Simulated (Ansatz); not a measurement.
# GeS (germanium sulfide): a chain of runs

Aim: a series of 52 runs (HF/STO-3G, UHF/STO-3G, HF/3-21G, UHF/3-21G, HF/6-31G*, UHF/6-31G*, B3LYP/6-31G*, UB3LYP/6-31G*, and more) of GeS. 

The calculation is run with Ansatz 0.2.0.

**1. The molecule**

GeS: 2 atoms, total charge 0, spin state singlet. As SMILES, `[S+]#[Ge-]`. Geometry: the measured bond length. The run starts from this shape.

Bond lengths: S1–Ge2 2.012 Å.

**2. A structure relaxation at HF/STO-3G (run 1)**

The input, run.yaml:

```yaml
basis:
  gaussian:
    orbitals: STO-3G
crystal:
  periodic: [false, false, false]
  atoms:
    - {symbol: S, position_ang: [0.000000, 0.000000, 0.000000]}
    - {symbol: Ge, position_ang: [0.000000, 0.000000, 2.012086]}
hamiltonian:
  xc: hf
relax:
  f_tol: 0.002
output: {orbitals: {seedname: orbitals}}
```

Started as:

```console
$ ansatz run run.yaml --threads 1 --pin off --max-ram 3480MiB --events-out events.jsonl --progress --plain --runs-dir runs
```

Log:

```text
Warning: RAYON_NUM_THREADS=1 ignored (pool sized by the plan → 1); use --threads N
The last accepted step is kept in runs//last_step.txt (removed where the run ends without a failure and the disk answers)
[... 49 lines left out ...]
Total energy: -66529.68009117 eV, -2444.9206479136 hartree
[... 2 lines left out ...]
Dipole moment:    -0.000000    -0.000000     0.153663 e Å
```

Run time: 1.5 s. Hardware: 1 thread of Arm Neoverse V1, shared host; peak memory 0.08 GiB.

Step by step:

| step | energy from the first frame kept (eV) | largest force (eV/Å) |
| --- | --- | --- |
| 1 | 0.0000 | 4.7165 |
| 2 | -0.1035 | 5.3421 |
| 3 | -0.3559 | 0.5135 |
| 4 | -0.3589 | 0.0108 |
| 5 | -0.3588 | 0.0604 |
| 6 | -0.3589 | 0.0000 |

After the run. Bond lengths: S1–Ge2 1.872 Å.

**3. The harmonic vibrations at HF/STO-3G (run 2)**

The input, in.yaml:

```yaml
basis:
  gaussian: {orbitals: STO-3G}
crystal:
  periodic: [false, false, false]
  atoms:
    - {symbol: S, position_ang: [0.000000, -0.000000, 0.070077]}
    - {symbol: Ge, position_ang: [-0.000000, 0.000000, 1.942009]}
hamiltonian: {xc: hf}
phonons: {temperatures: {t_min: 298.15, t_max: 298.15, t_step: 1}}
```

Started as:

```console
$ ansatz run in.yaml --threads 1 --pin off --max-ram 3480MiB --events-out events.jsonl --progress --plain --runs-dir runs
```

Log:

```text
Warning: RAYON_NUM_THREADS=1 ignored (pool sized by the plan → 1); use --threads N
[... 75 lines left out ...]
Total energy: -66529.68012861 eV, -2444.9206492897 hartree
[... 2 lines left out ...]
Dipole moment:     0.000000     0.000000     0.153664 e Å
Vibrations: 725.40 cm⁻¹, zero-point energy 0.044969 eV
```

It took 2.1 s on 1 thread of Arm Neoverse V1, shared host; peak memory 0.08 GiB.

Runs 3 to 35 aren't shown in full; the table further down has their settings and results.

**4. Vibrational wavenumbers at B3LYP-D4/def2-TZVP (run 36)**

The input, in.yaml:

```yaml
crystal:
  periodic: [false, false, false]
  atoms:
    - {symbol: S, position_ang: [-0.000000, -0.000000, -0.008203]}
    - {symbol: Ge, position_ang: [0.000000, 0.000000, 2.020289]}
basis:
  gaussian:
    orbitals: def2-TZVP
hamiltonian:
  xc: {name: B3LYP}
  dispersion: d4
phonons:
  temperatures:
    t_min: 298.15
    t_max: 298.15
    t_step: 1
```

Started as:

```console
$ ansatz run in.yaml --threads 1 --pin off --max-ram 3480MiB --events-out events.jsonl --progress --plain --runs-dir runs
```

Log:

```text
Warning: RAYON_NUM_THREADS=1 ignored (pool sized by the plan → 1); use --threads N
[... 22 lines left out ...]
660 factors; their error is unknown
[... 15 lines left out ...]
660 factors; their error is unknown
[... 9 lines left out ...]
660 factors; their error is unknown
[... 5 lines left out ...]
660 factors; their error is unknown
[... 4 lines left out ...]
660 factors; their error is unknown
[... 4 lines left out ...]
660 factors; their error is unknown
[... 4 lines left out ...]
660 factors; their error is unknown
[... 4 lines left out ...]
660 factors; their error is unknown
[... 7 lines left out ...]
Dipole moment:     0.000000     0.000000     0.469820 e Å
Vibrations: 574.52 cm⁻¹, zero-point energy 0.035615 eV
```

Run time: 16 s. Hardware: 1 thread of Arm Neoverse V1, shared host; peak memory 0.14 GiB.

Runs 37 to 51 aren't shown in full; the table further down has their settings and results.

**5. The doublet cation: a geometry optimisation at U-wB97M-V/def2-TZVPD (run 52)**

The input, in.yaml:

```yaml
basis:
  gaussian:
    orbitals: def2-TZVPD
crystal:
  periodic: [false, false, false]
  atoms:
    - {symbol: S, position_ang: [0.000000, 0.000000, 0.003531]}
    - {symbol: Ge, position_ang: [-0.000000, -0.000000, 2.008555]}
total_charge: 1
magnetization:
  spin_polarized: true
  initial_magnetization: 1
hamiltonian:
  xc: {name: wB97M-V}
relax: {}
```

Started as:

```console
$ ansatz run in.yaml --threads 1 --pin off --max-ram 3480MiB --events-out events.jsonl --progress --plain --runs-dir runs
```

Log:

```text
Warning: RAYON_NUM_THREADS=1 ignored (pool sized by the plan → 1); use --threads N
The last accepted step is kept in runs//last_step.txt (removed where the run ends without a failure and the disk answers)
[... 25 lines left out ...]
710 factors; their error is unknown
[... 12 lines left out ...]
710 factors; their error is unknown
[... 6 lines left out ...]
710 factors; their error is unknown
[... 7 lines left out ...]
710 factors; their error is unknown
[... 5 lines left out ...]
710 factors; their error is unknown
[... 5 lines left out ...]
Total energy: -67341.23655235 eV, -2474.7447977694 hartree
[... 2 lines left out ...]
Dipole moment:     0.000000    -0.000000     0.231923 e Å
```

Wall time 3.9 min (1 thread of Arm Neoverse V1, shared host); peak memory 0.43 GiB.

Steps, from the record of the run:

| step | energy from the first frame kept (eV) | largest force (eV/Å) |
| --- | --- | --- |
| 1 | 0.0000 | 3.8391 |
| 2 | -0.2446 | 0.7106 |
| 3 | -0.2593 | 0.1389 |
| 4 | -0.2598 | 0.0052 |

After the run. Bond lengths: S1–Ge2 2.155 Å.

**6. All runs side by side**

| run | level | task | walk f tol | partner | energy (Eh) | dipole moment (D) | wall time |
| --- | --- | --- | --- | --- | --- | --- | --- |
| 1 | HF/STO-3G | optimise | 0.002 | base | -2444.920648 | 0.74 | 1.5 s |
| 2 | HF/STO-3G | frequencies | – | base | -2444.920649 | 0.74 | 2.1 s |
| 3 | UHF/STO-3G | energy | – | cation | -2444.688816 | – | 0.95 s |
| 4 | UHF/STO-3G | optimise | – | cation | -2444.708598 | – | 4.5 s |
| 5 | HF/3-21G | optimise | 0.002 | base | -2460.951718 | 3.94 | 1.3 s |
| 6 | HF/3-21G | frequencies | – | base | -2460.951718 | 3.94 | 2.6 s |
| 7 | UHF/3-21G | energy | – | cation | -2460.621824 | – | 1.8 s |
| 8 | UHF/3-21G | optimise | – | cation | -2460.635948 | – | 5.4 s |
| 9 | HF/6-31G* (Cartesian functions) | optimise | 0.002 | base | -2472.627301 | 2.77 | 3.3 s |
| 10 | HF/6-31G* (Cartesian functions) | frequencies | – | base | -2472.627301 | 2.77 | 9 s |
| 11 | UHF/6-31G* (Cartesian functions) | energy | – | cation | -2472.296790 | – | 3.6 s |
| 12 | UHF/6-31G* (Cartesian functions) | optimise | – | cation | -2472.308303 | – | 11 s |
| 13 | B3LYP/6-31G* (Cartesian functions) | optimise | 0.002 | base | -2474.997254 | 2.16 | 7.2 s |
| 14 | B3LYP/6-31G* (Cartesian functions) | frequencies | – | base | -2474.997254 | 2.16 | 14 s |
| 15 | UB3LYP/6-31G* (Cartesian functions) | energy | – | cation | -2474.623479 | – | 9 s |
| 16 | UB3LYP/6-31G* (Cartesian functions) | optimise | – | cation | -2474.632878 | – | 21 s |
| 17 | PBE/def2-SVP | optimise | 0.002 | base | -2474.361930 | 1.80 | 3.6 s |
| 18 | PBE/def2-SVP | frequencies | – | base | -2474.361930 | 1.80 | 6.3 s |
| 19 | UPBE/def2-SVP | energy | – | cation | -2473.986590 | – | 6.9 s |
| 20 | UPBE/def2-SVP | optimise | – | cation | -2473.995258 | – | 16 s |
| 21 | MP2/6-31G* (Cartesian functions) | optimise | 0.002 | base | -2472.995819 | 1.55 | 5.7 s |
| 22 | MP2/6-31G* (Cartesian functions) | frequencies | – | base | -2472.995819 | 1.55 | 14 s |
| 23 | UMP2/6-31G* (Cartesian functions) | energy | – | cation | -2472.624775 | – | 6.6 s |
| 24 | UMP2/6-31G* (Cartesian functions) | optimise | – | cation | -2472.632673 | – | 21 s |
| 25 | r2SCAN/def2-TZVP | optimise | 0.002 | base | -2475.200939 | 2.03 | 13 s |
| 26 | r2SCAN/def2-TZVP | frequencies | – | base | -2475.200939 | 2.03 | 22 s |
| 27 | U-r2SCAN/def2-TZVP | energy | – | cation | -2474.823412 | – | 41 s |
| 28 | U-r2SCAN/def2-TZVP | optimise | – | cation | -2474.831675 | – | 91 s |
| 29 | CCSD(T)/def2-TZVP | optimise | 0.002 | base | -2473.363668 | 1.92 | 2.9 min |
| 30 | CCSD(T)/def2-TZVP | frequencies | – | base | -2473.363668 | 1.92 | 7.4 min |
| 31 | CCSD(T)/cc-pVDZ | optimise | 0.002 | base | -2473.151787 | 1.75 | 21 s |
| 32 | CCSD(T)/cc-pVDZ | frequencies | – | base | -2473.151787 | 1.75 | 53 s |
| 33 | UCCSD(T)/cc-pVDZ | energy | – | cation | -2472.786987 | – | 9.3 s |
| 34 | UCCSD(T)/cc-pVDZ | optimise | – | cation | -2472.795263 | – | 58 s |
| 35 | B3LYP-D4/def2-TZVP | optimise | 0.002 | base | -2475.307250 | 2.26 | 7.8 s |
| 36 | B3LYP-D4/def2-TZVP | frequencies | – | base | -2475.307250 | 2.26 | 16 s |
| 37 | UB3LYP-D4/def2-TZVP | energy | – | cation | -2474.933675 | – | 15 s |
| 38 | UB3LYP-D4/def2-TZVP | optimise | – | cation | -2474.942832 | – | 35 s |
| 39 | HF/cc-pVTZ | optimise | 0.002 | base | -2472.988908 | 2.67 | 6 s |
| 40 | HF/cc-pVTZ | frequencies | – | base | -2472.988908 | 2.67 | 11 s |
| 41 | UHF/cc-pVTZ | energy | – | cation | -2472.661481 | – | 5.7 s |
| 42 | UHF/cc-pVTZ | optimise | – | cation | -2472.672807 | – | 18 s |
| 43 | CCSD(T)/cc-pVTZ | optimise | 0.002 | base | -2473.355540 | 1.87 | 2 min |
| 44 | CCSD(T)/cc-pVTZ | frequencies | – | base | -2473.355540 | 1.87 | 5.2 min |
| 45 | MP2/cc-pVTZ | optimise | 0.002 | base | -2473.317770 | 1.80 | 6.6 s |
| 46 | MP2/cc-pVTZ | frequencies | – | base | -2473.317770 | 1.80 | 20 s |
| 47 | UMP2/cc-pVTZ | energy | – | cation | -2472.936530 | – | 11 s |
| 48 | UMP2/cc-pVTZ | optimise | – | cation | -2472.944321 | – | 34 s |
| 49 | wB97M-V/def2-TZVPD | optimise | 0.002 | base | -2475.108443 | 2.31 | 32 s |
| 50 | wB97M-V/def2-TZVPD | frequencies | – | base | -2475.108443 | 2.31 | 62 s |
| 51 | U-wB97M-V/def2-TZVPD | energy | – | cation | -2474.735252 | – | 85 s |
| 52 | U-wB97M-V/def2-TZVPD | optimise | – | cation | -2474.744798 | – | 3.9 min |

**7. What came out**

| quantity | value |
| --- | --- |
| doublet cation, run 52: total energy at the end | -2474.74480 Eh |
| doublet cation, run 52: bond length | 2.155 Å |
| doublet cation, run 52: ⟨S²⟩ | 0.754 |
| vertical ionisation energy (to the doublet cation), PBE/def2-SVP | 10.214 eV |
| vertical ionisation energy (to the doublet cation), MP2/6-31G* | 10.097 eV |
| vertical ionisation energy (to the doublet cation), B3LYP-D4/def2-TZVP | 10.165 eV |
| vertical ionisation energy (to the doublet cation), wB97M-V/def2-TZVPD | 10.155 eV |
| adiabatic ionisation energy (to the doublet cation, no zero-point term), HF/6-31G* | 8.680 eV |
| adiabatic ionisation energy (to the doublet cation, no zero-point term), PBE/def2-SVP | 9.978 eV |
| adiabatic ionisation energy (to the doublet cation, no zero-point term), MP2/6-31G* | 9.882 eV |
| adiabatic ionisation energy (to the doublet cation, no zero-point term), B3LYP-D4/def2-TZVP | 9.916 eV |

What this shows: At PBE/def2-SVP: removing an electron at fixed nuclei costs 10.21 eV (985 kJ/mol). At MP2/6-31G*: removing an electron at fixed nuclei costs 10.10 eV (233 kcal/mol). At B3LYP-D4/def2-TZVP: the vertical ionisation energy comes to 10.17 eV (981 kJ/mol). At wB97M-V/def2-TZVPD: the vertical ionisation energy comes to 10.16 eV (234 kcal/mol). At HF/6-31G*: the adiabatic ionisation energy (to the doublet cation, no zero-point term) is 8.68 eV (838 kJ/mol). At PBE/def2-SVP: the adiabatic ionisation energy (to the doublet cation, no zero-point term) is 9.98 eV (963 kJ/mol). Totals of different functionals can't be ranked against each other. In runs 1, 2, 3, 4 the basis is minimal, so the values are rough. Spin contamination of the reference: run 3 ⟨S²⟩ = 1.27. All runs together took 36 min, the longest 7.4 min.
